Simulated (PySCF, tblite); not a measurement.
**C₆H₁₃P: geometry, infrared bands and NMR shifts**

What infrared bands and NMR shifts should C₆H₁₃P (`C=PC(C)(C)CC`) show?

Programs: tblite 0.8.0 and PySCF 2.14.0, with density-fitted response routines of our own. Each step states its level of theory. These are calculated values for one molecule in the gas phase, unless marked as measured. Atoms count from 0, in the outputs and in this text.

**1. The starting structure**

20 atoms, charge 0, multiplicity 1; geometry from: force field or distance geometry start.

Bonds of the start (Å): C0–P1 1.64, P1–C2 1.83, C2–C3 1.53, C2–C4 1.52, C2–C5 1.50, C5–C6 1.50, C0–H7 1.08, C0–H8 1.09, C3–H9 1.10, C3–H10 1.13, C3–H11 1.13, C4–H12 1.13, C4–H13 1.12, C4–H14 1.10, C5–H15 1.12, C5–H16 1.11, C6–H17 1.10, C6–H18 1.13, C6–H19 1.13.

**2. Optimising the geometry with GFN2-xTB**

What the job is given:

```
{"job": {"kind": "relax", "xc": "GFN2-xTB", "basis": "xTB"}, "charge": 0, "multiplicity": 1}
C     -0.653200     2.695600     0.834100
P     -0.327300     1.158400     1.286500
C     -0.295400    -0.324500     0.211700
C     -1.219800    -1.424100     0.734800
C     -0.916100     0.046100    -1.124000
C      1.055600    -0.970300     0.065800
C      2.112900    -0.074200    -0.505800
H     -0.899300     2.937600    -0.189800
H     -0.636000     3.490400     1.574400
H     -2.075200    -1.589000     0.070200
H     -1.592600    -1.143600     1.758600
H     -0.643000    -2.375700     0.906600
H     -2.018400     0.162000    -0.899500
H     -0.839700    -0.808300    -1.836700
H     -0.569800     1.005400    -1.534000
H      1.345200    -1.328700     1.088800
H      1.017500    -1.867400    -0.586900
H      1.669300     0.609400    -1.246500
H      2.545800     0.506800     0.356500
H      2.934300    -0.695200    -0.967700
```

Command:

```bash
$ OMP_NUM_THREADS=1 python probes_run.py task.json out
```

The driver reads the jobs from task.json and runs them one after another.

**Question.** This job is followed by: GFN2-xTB harmonic vibrations, gas phase; GIAO PBE0/pcSseg-1 NMR shielding, non-relativistic, gas phase. What will the session give for the following? strongest single infrared mode (GFN2-xTB); zero-point energy (GFN2-xTB); 13C shifts against TMS (PBE0/pcSseg-1, means over atoms taken as alike); 1H shifts against TMS (PBE0/pcSseg-1, means over atoms taken as alike); 31P shifts against H3PO4 (PBE0/pcSseg-1).

The runs gave:

| quantity | value |
| --- | --- |
| strongest single infrared mode (GFN2-xTB) | 3005 cm⁻¹, 119 km/mol |
| zero-point energy (GFN2-xTB) | 109.1 kcal/mol |
| 13C shifts against TMS (PBE0/pcSseg-1, means over atoms taken as alike) | 175.4, 46.8, 38.7, 28.5, 14.0 ppm |
| 1H shifts against TMS (PBE0/pcSseg-1, means over atoms taken as alike) | 8.26, 8.17, 1.65, 1.27, 0.97 ppm |
| 31P shifts against H3PO4 (PBE0/pcSseg-1) | 381.8 ppm |

**Reading.** Relaxing lowered the energy by 1.223 eV in 132 steps; the close pair that moved most is P1–C2, from 1.832 to 1.904 Å. No mode is imaginary among the 54: a minimum at this level. GFN2-xTB is a fitted tight-binding method: band positions and strengths are rough. Its intensities can rank the bands wrongly. At PBE0/pcSseg-1: The largest span, 829 ppm, is at P1, where the paramagnetic term is -1033 ppm.
